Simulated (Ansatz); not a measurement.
# C7H5O2−: up Jacob's ladder to CCSD(T)

An exercise on one series of results from a longer session: the logs are not shown, and one member is left open.

Computed with Ansatz 0.2.0, Gaussian basis. Level: functionals in def2-TZVPPD, the program's frozen cores in correlated methods.

The runs, in order: LDA (SPW92), PBE-D4, revPBE-D4, BLYP-D4, r2SCAN-D4, B97M-V, PBE0-D4, B3LYP-D4, r2SCANh-D4, r2SCAN0-D4, HSE06-D4, BHLYP-D4, CAM-B3LYP-D4, LC-ωPBE, ωB97X-V, ωB97M-V, B2PLYP, PBE-QIDH; CCSD(T)/def2-SVPD; CCSD(T)/def2-TZVPPD; MP2/def2-QZVPPD; extrapolation to the limit; RPA on PBE.

## The geometry

All runs share one geometry, relaxed beforehand with PBE0-D4 in a triple-zeta def2 set.

SMILES `O=C([O-])c1ccccc1`, 14 atoms, charge -1, spin multiplicity 1.

Atoms are counted from 1 here; the program's logs count them from 0.

Bond lengths: O1–C2 1.247 Å, C2–O3 1.247 Å, C2–C4 1.542 Å, C4–C5 1.391 Å, C4–C9 1.391 Å, C5–C6 1.388 Å, C5–H10 1.085 Å, C6–C7 1.390 Å, C6–H11 1.087 Å, C7–C8 1.390 Å, C7–H12 1.086 Å, C8–C9 1.388 Å, C8–H13 1.087 Å, C9–H14 1.085 Å. Angles: O1–C2–O3 129.5°, O1–C2–C4 115.2°, O3–C2–C4 115.3°, C2–C4–C5 120.7°, C2–C4–C9 120.7°, C5–C4–C9 118.5°, C4–C5–C6 120.9°, C4–C5–H10 117.0°, C6–C5–H10 122.1°, C5–C6–C7 120.1°, C5–C6–H11 120.1°, C7–C6–H11 119.8°, C6–C7–C8 119.4°, C6–C7–H12 120.3°, C8–C7–H12 120.3°, C7–C8–C9 120.1°, C7–C8–H13 119.8°, C9–C8–H13 120.1° and more.

Geometry (Å):

```xyz
14

O     0.86098   -2.97033    0.60288
C     1.17812   -2.09101   -0.22217
O     2.01510   -2.13449   -1.14525
C     0.42462   -0.75351   -0.08006
C     0.68497    0.30433   -0.94466
C     0.00854    1.51011   -0.82049
C    -0.94380    1.67501    0.17796
C    -1.21121    0.62438    1.04726
C    -0.53054   -0.57820    0.91557
H     1.43448    0.14079   -1.71149
H     0.22213    2.32781   -1.50349
H    -1.47466    2.61717    0.27807
H    -1.95466    0.74707    1.83020
H    -0.71406   -1.41911    1.57567
```

The first run:

The input, in.yaml:

```yaml
crystal:
  periodic: [false, false, false]
  atoms:
    - {symbol: O, position_ang: [0.860983, -2.970332, 0.602878]}
    - {symbol: C, position_ang: [1.178121, -2.091008, -0.222170]}
    - {symbol: O, position_ang: [2.015099, -2.134492, -1.145246]}
    - {symbol: C, position_ang: [0.424622, -0.753508, -0.080057]}
    - {symbol: C, position_ang: [0.684967, 0.304331, -0.944663]}
    - {symbol: C, position_ang: [0.008542, 1.510106, -0.820493]}
    - {symbol: C, position_ang: [-0.943804, 1.675014, 0.177956]}
    - {symbol: C, position_ang: [-1.211213, 0.624377, 1.047264]}
    - {symbol: C, position_ang: [-0.530544, -0.578203, 0.915572]}
    - {symbol: H, position_ang: [1.434477, 0.140786, -1.711491]}
    - {symbol: H, position_ang: [0.222135, 2.327809, -1.503494]}
    - {symbol: H, position_ang: [-1.474665, 2.617174, 0.278071]}
    - {symbol: H, position_ang: [-1.954658, 0.747068, 1.830201]}
    - {symbol: H, position_ang: [-0.714062, -1.419112, 1.575670]}
basis:
  gaussian: {orbitals: "def2-TZVPPD.json"}
total_charge: -1
hamiltonian: {xc: lda}
output: {orbitals: {seedname: orbitals}}
```

On the command line:

```console
> ansatz run in.yaml --threads 2 --pin off --events-out ev --progress --plain --max-ram 31744MiB --backend cuda --devices 0, --max-vram 18GiB
```

Steps of the session up to this table: LDA; PBE-D4 (GGA); revPBE-D4 (GGA); BLYP-D4 (GGA); r2SCAN-D4 (meta-GGA); B97M-V (meta-GGA); PBE0-D4 (hybrid); B3LYP-D4 (hybrid); r2SCANh-D4 (hybrid); r2SCAN0-D4 (hybrid); HSE06-D4 (hybrid); BHLYP-D4 (hybrid); CAM-B3LYP-D4 (range-separated); LC-ωPBE (range-separated); ωB97X-V (range-separated); ωB97M-V (range-separated); B2PLYP (double hybrid); PBE-QIDH (double hybrid).

One table of the session follows, with a row left open; its other results are not shown here.

It belongs to the step «Orbital energies across the functionals». Levels are read from the orbital files that the runs wrote:

| functional | HOMO (eV) | LUMO (eV) | gap (eV) |
| --- | --- | --- | --- |
| LDA (SPW92) | -0.49 | 2.08 | 2.57 |
| PBE-D4 | -0.25 | 2.33 | 2.58 |
| revPBE-D4 | -0.15 | 2.43 | 2.58 |
| BLYP-D4 | -0.15 | 2.48 | 2.62 |
| r2SCAN-D4 | -0.51 | 2.51 | 3.02 |
| B97M-V | -0.65 | 2.55 | 3.19 |
| PBE0-D4 | -1.87 | 3.12 | 4.98 |
| B3LYP-D4 | -1.60 | 2.87 | 4.47 |
| r2SCANh-D4 | -1.14 | 2.81 | 3.95 |
| r2SCAN0-D4 | -2.10 | 3.27 | 5.36 |
| HSE06-D4 | -1.46 | 2.81 | 4.26 |
| BHLYP-D4 | -3.49 | 3.43 | 6.92 |
| CAM-B3LYP-D4 | -3.36 | 3.58 | 6.94 |
| LC-ωPBE | -4.66 | 4.38 | 9.05 |
| ωB97X-V | -4.35 | 4.35 | 8.70 |
| ωB97M-V | ? | ? | ? |

Q: Estimate the row for ωB97M-V from the others.

The run gave: HOMO (eV): -4.35; LUMO (eV): 3.73; gap (eV): 8.07.
